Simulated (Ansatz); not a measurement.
# CH5BFNO: one species, many methods

An exercise on one series of results from a longer session: the logs are not shown, and one member is left open.

Method: functionals in def2-TZVPP, the program's frozen cores in correlated methods; program: Ansatz 0.2.0, Gaussian basis.

The runs, in order: PBE-D4, r2SCAN-D4, PBE0-D4, B3LYP-D4, ωB97X-V, ωB97M-V, B2PLYP; CCSD(T)/def2-TZVPP; MP2/def2-QZVPP; extrapolation to the limit.

## The geometry

The geometry comes from an earlier relaxation with PBE0-D4 in a triple-zeta def2 set; it is a stationary point, not always the lowest conformer.

SMILES `NC(O)BF`, 10 atoms, charge 0, spin multiplicity 1.

Atoms are counted from 1 here; the program's logs count them from 0.

Bond lengths: N1–C2 1.465 Å, N1–H6 1.014 Å, N1–H7 1.011 Å, C2–O3 1.400 Å, C2–B4 1.569 Å, C2–H8 1.099 Å, O3–H9 0.964 Å, B4–F5 1.326 Å, B4–H10 1.199 Å. Angles: C2–N1–H6 112.7°, C2–N1–H7 112.9°, H6–N1–H7 109.8°, N1–C2–O3 110.0°, N1–C2–B4 103.6°, N1–C2–H8 106.3°, O3–C2–B4 111.7°, O3–C2–H8 111.9°, B4–C2–H8 112.8°, C2–O3–H9 107.1°, C2–B4–F5 119.2°, C2–B4–H10 122.2°, F5–B4–H10 118.1°.

Set-up of the first run:

The input, in.yaml:

```yaml
crystal:
  periodic: [false, false, false]
  atoms:
    - {symbol: N, position_ang: [-0.379523, 0.240451, 1.138674]}
    - {symbol: C, position_ang: [-0.022316, -0.519098, -0.062573]}
    - {symbol: O, position_ang: [1.192499, -1.185415, 0.136084]}
    - {symbol: B, position_ang: [0.094979, 0.581176, -1.174632]}
    - {symbol: F, position_ang: [-0.957986, 0.846118, -1.935416]}
    - {symbol: H, position_ang: [0.185416, 1.074454, 1.257719]}
    - {symbol: H, position_ang: [-1.360929, 0.482802, 1.173270]}
    - {symbol: H, position_ang: [-0.850215, -1.219752, -0.242013]}
    - {symbol: H, position_ang: [1.127208, -1.647501, 0.979749]}
    - {symbol: H, position_ang: [1.053867, 1.295463, -1.267761]}
basis:
  gaussian: {orbitals: def2-TZVPP}
hamiltonian: {xc: pbe, dispersion: d4}
output: {forces: true, orbitals: {seedname: orbitals}}
```

The run is started by

```
$ ansatz run in.yaml --threads 4 --pin off --events-out ev --progress --plain --max-ram 10444MiB
```

Among the steps run: PBE-D4 (GGA); r2SCAN-D4 (meta-GGA); PBE0-D4 (hybrid); B3LYP-D4 (hybrid); ωB97X-V (range-separated); ωB97M-V (range-separated); B2PLYP (double hybrid); CCSD(T) in def2-TZVPP; MP2 in def2-QZVPP.

One of the session's tables, all rows but one given; the rest of the session is left out.

| method | atomisation energy (kJ/mol) |
| --- | --- |
| PBE-D4 | 3946.6 |
| r2SCAN-D4 | 3839.3 |
| PBE0-D4 | 3840.9 |
| B3LYP-D4 | 3840.1 |
| ωB97X-V | 3840.4 |
| ωB97M-V | 3851.4 |
| B2PLYP | 3801.0 |
| HF/def2-TZVPP | 2694.6 |
| MP2/def2-TZVPP | 3813.9 |
| CCSD/def2-TZVPP | ? |
| CCSD(T)/def2-TZVPP | 3718.8 |
| MP2/CBS | 3921.6 |
| CCSD(T)/CBS | 3826.4 |

Estimate the missing values for CCSD/def2-TZVPP.

The run gave: atomisation energy (kJ/mol): 3656.3. In the column «atomisation energy (kJ/mol)» it lies between HF/def2-TZVPP (2694.6) and CCSD(T)/def2-TZVPP (3718.8).
